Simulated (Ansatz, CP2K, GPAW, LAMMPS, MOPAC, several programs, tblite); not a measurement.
**What cheap methods get right for C**

Aim: run C through methods of unlike cost and see what each gets, and at what price.

Computed with LAMMPS, MOPAC, CP2K, tblite, Ansatz, GPAW (versions at each run) (no spin polarisation, static lattice; gaps from single points on the cell relaxed beforehand with r²SCAN, unless a step's input says otherwise).

8 further runs of the same task are left out: 8 set aside as unsound or not needed.

### Step 1. The system as given

The structure is hexagonal, space group P6_3/mmc (No. 194). Conventional cell: a = 2.510 Å, b = 2.510 Å, c = 8.280 Å, α = 90.00°, β = 90.00°, γ = 120.00°. C (site symmetry 3m) has 4 C at 1.54 Å as nearest neighbours. C (site symmetry 3m) has 4 C at 1.54 to 1.57 Å as nearest neighbours.

Coordinates:

```cif
data_structure
_symmetry_space_group_name_H-M 'P6_3/mmc'
_symmetry_Int_Tables_number 194
_cell_length_a 2.5098
_cell_length_b 2.5098
_cell_length_c 8.2802
_cell_angle_alpha 90.000
_cell_angle_beta 90.000
_cell_angle_gamma 120.000
_cell_volume 45.17
loop_
_atom_site_label
_atom_site_type_symbol
_atom_site_symmetry_multiplicity
_atom_site_Wyckoff_symbol
_atom_site_fract_x
_atom_site_fract_y
_atom_site_fract_z
_atom_site_occupancy
C1 C 4 e 0.00000 0.00000 0.90706 1
C2 C 4 f 0.33333 0.66667 0.15550 1
```

The structure type (4H polytype) is imposed and need not be the compound's stable one.

**Question.** The methods are BNC.tersoff, CH.rebo, SiCGe.tersoff, SiC_Erhart-Albe.tersoff, PM6, PM7, DFTB, GFN1-xTB (tblite), GFN2-xTB (tblite), PBE/DZVP, PBE/SZV, coarse PBE, GLLB-SC, PBE, r2SCAN. What gap does r2SCAN give on this cell, and which other methods (full PBE left aside) come nearest to r2SCAN and farthest in gap, volume and bulk modulus?

```
                                               quantity                                                                                    value
                                                 r2SCAN                                                    gap 4.80 eV, 5.65 Å³/atom, B₀ 451 GPa
         gap: nearest and farthest of the other methods                                                      PBE/DZVP (-0.06 eV), PM6 (+5.13 eV)
      volume: nearest and farthest of the other methods  CH.rebo, SiCGe.tersoff, SiC_Erhart-Albe.tersoff (about 0.4 % off); BNC.tersoff (+7.2 %)
bulk modulus: nearest and farthest of the other methods                            CH.rebo, SiC_Erhart-Albe.tersoff (about 2 % off); PM7 (+58 %)
```

In words: Among the 9 methods compared for the gap (full PBE left aside), PBE/DZVP is nearest to r2SCAN and PM6 farthest. For the volume (full PBE left aside), CH.rebo, SiCGe.tersoff, SiC_Erhart-Albe.tersoff tie for nearest to r2SCAN; BNC.tersoff is farthest. For the bulk modulus (full PBE left aside), CH.rebo, SiC_Erhart-Albe.tersoff tie for nearest to r2SCAN; PM7 is farthest. Classical potentials are fitted to lattice constants of common crystals, so a close volume there is built in, not predicted. A minimal basis or a coarse cutoff and mesh shifts results by its own error, so closeness to r2SCAN can be chance. Cluster runs see only the k-points that fold onto the zone centre, so their gaps can miss the band edges. GLLB-SC is compared with its derivative discontinuity added. No volume is given for PM6, DFTB, coarse PBE, which can hide a larger miss. CPU times run from 0.11 s (BNC.tersoff) to 55 s (PBE/DZVP). On this cell GFN2-xTB (tblite), PBE/DZVP, PBE/SZV, GLLB-SC cost more than r2SCAN itself (8.9 s), so they are no saving here. r2SCAN is a yardstick, not the truth: it usually gives gaps below the measured ones.
